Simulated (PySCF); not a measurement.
# DyH5OS3 (Dy(SH)3(H2O)): the cost of one run

Program: PySCF 2.14.0. Level of theory: PBE0, Dy lcecp-1-SVP with ECP55, S def2-SVP, H def2-SVP, O def2-SVP; scalar-relativistic core potentials, no spin–orbit coupling. These are calculated values, not measurements.

1 further run of the same task is left out (for a known fault of the program).

## (1) The system as given

10 atoms, charge 0, spin multiplicity 1.

Bond lengths: Dy1–S2 2.705 Å, Dy1–S4 2.705 Å, Dy1–S6 2.705 Å, Dy1–O8 2.448 Å, S2–H3 1.341 Å, S4–H5 1.341 Å, S6–H7 1.341 Å, O8–H9 0.970 Å, O8–H10 0.970 Å. Angles: S2–Dy1–S4 109.5°, S2–Dy1–S6 109.5°, S2–Dy1–O8 109.5°, S4–Dy1–S6 109.5°, S4–Dy1–O8 109.5°, S6–Dy1–O8 109.5°, Dy1–S2–H3 104.2°, Dy1–S4–H5 104.2°, Dy1–S6–H7 104.2°, Dy1–O8–H9 127.5°, Dy1–O8–H10 127.5°, H9–O8–H10 105.1°.

Coordinates:

```xyz
10
DyH5OS3
Dy    0.00000    0.00000    0.00000
S     1.56180    1.56180    1.56180
H     2.28310    0.69090    2.28310
S    -1.56180   -1.56180    1.56180
H    -2.28310   -0.69090    2.28310
S     1.56180   -1.56180   -1.56180
H     1.22160   -2.81380   -1.22160
O    -1.41310    1.41310   -1.41310
H    -1.43940    2.38240   -1.43940
H    -2.06810    1.12500   -2.06810
```

Formal oxidation states: Dy +3. Each metal's 9 4f electrons lie in its core potential, so multiplicities, spins and levels count the valence alone.

## (2) SCF at the start, singlet

The input, run.py (the lines that set the calculation):

```python
mol = gto.M(atom='''
Dy     0.00000     0.00000     0.00000
S      1.56180     1.56180     1.56180
H      2.28310     0.69090     2.28310
S     -1.56180    -1.56180     1.56180
H     -2.28310    -0.69090     2.28310
S      1.56180    -1.56180    -1.56180
H      1.22160    -2.81380    -1.22160
O     -1.41310     1.41310    -1.41310
H     -1.43940     2.38240    -1.43940
H     -2.06810     1.12500    -2.06810''',
    basis={'Dy': 'lcecp-1-SVP', 'S': 'def2-SVP', 'H': 'def2-SVP', 'O': 'def2-SVP'},
    ecp={'Dy': 'lcecp-1-SVP'},
    charge=0, spin=0)
mf = dft.RKS(mol, xc='PBE0')
mf.grids.atom_grid = (50, 194)  # f atoms: unpruned, at least (60, 302)
mf = mf.density_fit()  # fitting sets: Dy AutoAux, S def2-universal-JKFIT, H def2-universal-JKFIT, O def2-universal-JKFIT
mf.conv_tol = 1e-08; mf.max_cycle = 55
mf.kernel(dm0)  # dm0: free metal ions and neutral atoms
```

Run with:

```
$ OMP_NUM_THREADS=2 python run.py
```

**Question.** How long does this run take on 2 threads of Arm Neoverse V2, shared host, and how much memory does it need?

About 4.9 s, with a peak of 0.72 GiB.
